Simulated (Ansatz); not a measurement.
# Mo2C: the cost of one run

Program: Ansatz 0.2.0. Level of theory: DFT PBEsol, scalar-relativistic, plane waves, PAW. These are calculated values, not measurements.

## 1. The starting structure

The structure is trigonal, space group P-3m1 (No. 164). Conventional cell: a = 3.056 Å, b = 3.056 Å, c = 4.639 Å, α = 90.00°, β = 90.00°, γ = 120.00°. Around Mo (site symmetry 3m) lie 3 C at 2.11 Å. C (site symmetry -3m) is surrounded by 6 Mo at 2.11 Å.

Coordinates:

```cif
data_structure
_symmetry_space_group_name_H-M 'P-3m1'
_symmetry_Int_Tables_number 164
_cell_length_a 3.0560
_cell_length_b 3.0560
_cell_length_c 4.6390
_cell_angle_alpha 90.000
_cell_angle_beta 90.000
_cell_angle_gamma 120.000
_cell_volume 37.52
loop_
_atom_site_label
_atom_site_type_symbol
_atom_site_symmetry_multiplicity
_atom_site_Wyckoff_symbol
_atom_site_fract_x
_atom_site_fract_y
_atom_site_fract_z
_atom_site_occupancy
Mo1 Mo 2 d 0.33333 0.66667 0.24977 1
C1 C 1 b 0.00000 0.00000 0.50000 1
```

The structure comes from the Materials Project (structure only).

(A quick probe on a coarse mesh, which set the mesh and smearing, is not shown.)

## 3. The relaxation

Input file input.yaml:

```yaml
crystal:
  lattice:
    - [3.0560497016, 0.0, 0.0]
    - [-1.5280248508, 2.6466166768, 0.0]
    - [0.0, 0.0, 4.63895685]
  atoms:
    - { symbol: Mo, position: [0.33333333, 0.66666667, 0.24976843] }
    - { symbol: Mo, position: [0.66666667, 0.33333333, 0.75023157] }
    - { symbol: C, position: [0.0, 0.0, 0.5] }
basis:
  ecutwfc: 420
kpoints:
  mp_grid: { grid: [15, 15, 10] }
hamiltonian:
  xc: pbesol
scf:
  occupations: { method: gaussian, width: 0.1 }
output:
  forces: true
  stress: true
  eigenvalues: true
  write_density: true
  write_potential: true
  elf: true
  volumetric_format: npy
relax:
  adjacent_minimum: "off"
  f_tol: 0.005
  max_steps: 80
  cell: { stress_tol: 0.05 }
```

On the command line:

```bash
ansatz run input.yaml --threads 2 --pin off --max-ram 5120MiB --backend cpu --events-out ev --progress --plain --runs-dir out
```

What time and memory should one allow on 2 threads of AMD EPYC 9R45 (Zen 5), shared host?

About 11 s, with a peak of 0.5 GiB.
